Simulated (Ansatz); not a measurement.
# H₇OPSi₂: one species, many methods

An exercise on one series of results from a longer session: the logs are not shown, and one member is left open.

Computed with Ansatz 0.2.0, Gaussian basis. Level: functionals in def2-TZVPP, the program's frozen cores in correlated methods.

Levels to be run: PBE-D4, r2SCAN-D4, PBE0-D4, B3LYP-D4, ωB97X-V, ωB97M-V, B2PLYP; CCSD(T)/def2-TZVPP; MP2/def2-QZVPP; extrapolation to the limit.

### The relaxed structure

All runs share one geometry, relaxed beforehand with PBE0-D4 in a triple-zeta def2 set.

SMILES `O[SiH]([SiH3])P`, 11 atoms, charge 0, spin multiplicity 1.

Atoms are counted from 1 here; the program's logs count them from 0.

Bond lengths: O1–Si2 1.654 Å, O1–H5 0.959 Å, Si2–Si3 2.336 Å, Si2–P4 2.260 Å, Si2–H6 1.494 Å, Si3–H7 1.488 Å, Si3–H8 1.488 Å, Si3–H9 1.489 Å, P4–H10 1.420 Å, P4–H11 1.421 Å. Angles: Si2–O1–H5 117.4°, O1–Si2–Si3 106.6°, O1–Si2–P4 110.2°, O1–Si2–H6 111.4°, Si3–Si2–P4 113.3°, Si3–Si2–H6 110.9°, P4–Si2–H6 104.5°, Si2–Si3–H7 112.4°, Si2–Si3–H8 109.7°, Si2–Si3–H9 108.2°, H7–Si3–H8 109.1°, H7–Si3–H9 108.8°, H8–Si3–H9 108.6°, Si2–P4–H10 95.5°, Si2–P4–H11 92.7°, H10–P4–H11 94.1°.

Coordinates:

```mol
H7OPSi2
  3D, bonds by distance, orders not assigned

 11 10  0  0  0  0  0  0  0  0999 V2000
   -0.8146    1.7437   -0.8668 O   0  0
   -0.4769    0.5893    0.2686 Si  0  0
    1.7239   -0.0950   -0.1100 Si  0  0
   -1.9747   -1.0982    0.1360 P   0  0
   -1.7014    2.1088   -0.8747 H   0  0
   -0.6379    1.1248    1.6543 H   0  0
    2.6915    1.0315   -0.0172 H   0  0
    1.8295   -0.7184   -1.4565 H   0  0
    2.0766   -1.1154    0.9150 H   0  0
   -1.2660   -1.8316   -0.8522 H   0  0
   -1.3846   -1.7965    1.2241 H   0  0
  1  2  8  0
  2  3  8  0
  2  4  8  0
  1  5  8  0
  2  6  8  0
  3  7  8  0
  3  8  8  0
  3  9  8  0
  4 10  8  0
  4 11  8  0
M  END
```

Set-up of the first run:

Contents of in.yaml:

```yaml
crystal:
  periodic: [false, false, false]
  atoms:
    - {symbol: O, position_ang: [-0.814579, 1.743671, -0.866826]}
    - {symbol: Si, position_ang: [-0.476884, 0.589308, 0.268572]}
    - {symbol: Si, position_ang: [1.723906, -0.094965, -0.109962]}
    - {symbol: P, position_ang: [-1.974747, -1.098190, 0.136039]}
    - {symbol: H, position_ang: [-1.701449, 2.108838, -0.874657]}
    - {symbol: H, position_ang: [-0.637891, 1.124767, 1.654260]}
    - {symbol: H, position_ang: [2.691490, 1.031457, -0.017170]}
    - {symbol: H, position_ang: [1.829531, -0.718379, -1.456521]}
    - {symbol: H, position_ang: [2.076620, -1.115390, 0.914992]}
    - {symbol: H, position_ang: [-1.266016, -1.831551, -0.852188]}
    - {symbol: H, position_ang: [-1.384582, -1.796467, 1.224064]}
basis:
  gaussian: {orbitals: def2-TZVPP}
hamiltonian: {xc: pbe, dispersion: d4}
output: {forces: true, orbitals: {seedname: orbitals}}
```

Run with:

```console
> ansatz run in.yaml --threads 4 --pin off --events-out ev --progress --plain --max-ram 10444MiB
```

Steps of the session up to this table: PBE-D4 (GGA); r2SCAN-D4 (meta-GGA); PBE0-D4 (hybrid); B3LYP-D4 (hybrid); ωB97X-V (range-separated); ωB97M-V (range-separated); B2PLYP (double hybrid); CCSD(T) in def2-TZVPP; MP2 in def2-QZVPP.

One of the session's tables, all rows but one given; the rest of the session is left out.

It belongs to the step «Atomisation energies». 

| method | atomisation energy (kcal/mol) |
| --- | --- |
| PBE-D4 | 804.4 |
| r2SCAN-D4 | 805.7 |
| PBE0-D4 | 796.3 |
| B3LYP-D4 | 807.0 |
| ωB97X-V | 815.9 |
| ωB97M-V | 809.4 |
| B2PLYP | 793.3 |
| HF/def2-TZVPP | 583.5 |
| MP2/def2-TZVPP | 780.0 |
| CCSD/def2-TZVPP | 773.5 |
| CCSD(T)/def2-TZVPP | 783.0 |
| MP2/CBS | ? |
| CCSD(T)/CBS | 808.1 |

Q: Estimate the row for MP2/CBS from the others.

The run gave: atomisation energy (kcal/mol): 805.1. In the column «atomisation energy (kcal/mol)» it lies between PBE-D4 (804.4) and r2SCAN-D4 (805.7).

Limits of these values: Free atoms (1 O, 2 Si, 1 P, 7 H) were run apart at each level; the atomisation energy is their sum less the molecule, without zero-point or spin-orbit terms.
